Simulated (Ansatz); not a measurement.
**K+ with C2H6: structure and interaction energy**

The task here is to estimate one member of a computed series from the others.

Computed with Ansatz 0.2.0, Gaussian basis. Level: PBE0-D4 structure, single points in def2-TZVPPD.

Levels: PBE-D4, revPBE-D4, BLYP-D4, r2SCAN-D4, B97M-V, PBE0-D4, B3LYP-D4, HSE06-D4, wB97X-V, wB97M-V, B2PLYP, Hartree-Fock, MP2, CCSD, CCSD(T). The reference is CCSD(T) extrapolated to the basis limit. For elements past Ar these valence bases correlate outer-core shells poorly and lack relativity, so that limit is rough.

Correlated methods freeze the cores. The outer core shell of Li, Na, Mg and K is correlated. B3LYP uses VWN-RPA correlation. B2PLYP carries no dispersion term here.

163 further runs of the same task are left out: 163 set aside as unsound or not needed.

## Where the work starts

The pair, from a GFN2-xTB docking trial: 9 atoms, charge 1, spin multiplicity 1.

Atoms are counted from 1 here; the program's logs count them from 0.

Bond lengths: C2–C3 1.523 Å, C2–H4 1.089 Å, C2–H5 1.101 Å, C2–H6 1.087 Å, C3–H7 1.088 Å, C3–H8 1.086 Å, C3–H9 1.103 Å. Angles: C3–C2–H4 110.6°, C3–C2–H5 111.0°, C3–C2–H6 109.6°, H4–C2–H5 110.0°, H4–C2–H6 107.8°, H5–C2–H6 107.8°, C2–C3–H7 110.6°, C2–C3–H8 109.7°, C2–C3–H9 110.7°, H7–C3–H8 108.0°, H7–C3–H9 109.5°, H8–C3–H9 108.3°.

Geometry (Å):

```xyz
9
C2H6K
K     0.0459    0.0021   -3.2915
C    -0.7513    0.1529    0.3979
C     0.7410   -0.1528    0.4127
H    -0.9218    1.2248    0.3144
H    -1.2546   -0.3733   -0.4282
H    -1.2011   -0.1832    1.3291
H     0.9113   -1.2274    0.3994
H     1.1869    0.2459    1.3192
H     1.2436    0.3112   -0.4531
```

Atoms 1 to 1 are fragment A (K+), the rest fragment B (C2H6).

The first run:

File pre/in.yaml:

```yaml
crystal:
  periodic: [false, false, false]
  atoms:
    - {symbol: K, position_ang: [0.045900, 0.002100, -3.291500]}
    - {symbol: C, position_ang: [-0.751300, 0.152900, 0.397900]}
    - {symbol: C, position_ang: [0.741000, -0.152800, 0.412700]}
    - {symbol: H, position_ang: [-0.921800, 1.224800, 0.314400]}
    - {symbol: H, position_ang: [-1.254600, -0.373300, -0.428200]}
    - {symbol: H, position_ang: [-1.201100, -0.183200, 1.329100]}
    - {symbol: H, position_ang: [0.911300, -1.227400, 0.399400]}
    - {symbol: H, position_ang: [1.186900, 0.245900, 1.319200]}
    - {symbol: H, position_ang: [1.243600, 0.311200, -0.453100]}
basis:
  gaussian: {orbitals: def2-SVP}
total_charge: 1
hamiltonian: {xc: pbe, dispersion: d4}
relax: {f_tol: 0.03, max_steps: 250}
```

Started as:

```
> ansatz run in.yaml --threads 2 --pin off --events-out ev --progress --plain --max-ram 5222MiB
```

Steps of the session up to this table: A first relaxation in a small basis; Relaxation at PBE0-D4; wB97X-V/def2-TZVPPD; wB97M-V/def2-TZVPPD; B2PLYP/def2-TZVPPD; B97M-V/def2-TZVPPD; CCSD(T)/def2-TZVPPD; MP2/def2-QZVPPD; Hartree-Fock/STO-3G; SPW92/def2-SVP; wB97M-V/def2-SVP; CCSD(T)/def2-SVP; Vibrations of the pair.

One of the session's tables, all rows but one given; the rest of the session is left out.

```
      method  interaction (kcal/mol)
      PBE-D4                   -6.69
   revPBE-D4                   -8.55
     BLYP-D4                   -8.47
   r2SCAN-D4                   -4.82
      B97M-V                   -4.31
     PBE0-D4                   -6.28
    B3LYP-D4                       ?
    HSE06-D4                   -6.23
     wB97X-V                   -4.42
     wB97M-V                   -4.42
      B2PLYP                   -3.90
Hartree-Fock                   -3.33
         MP2                   -4.14
        CCSD                   -3.99
     CCSD(T)                   -4.09
 CCSD(T)/CBS                   -4.33
```

**Question.** Estimate the row for B3LYP-D4.

**Answer.** interaction (kcal/mol): -7.71. In the column «interaction (kcal/mol)» it lies between BLYP-D4 (-8.47) and PBE-D4 (-6.69).
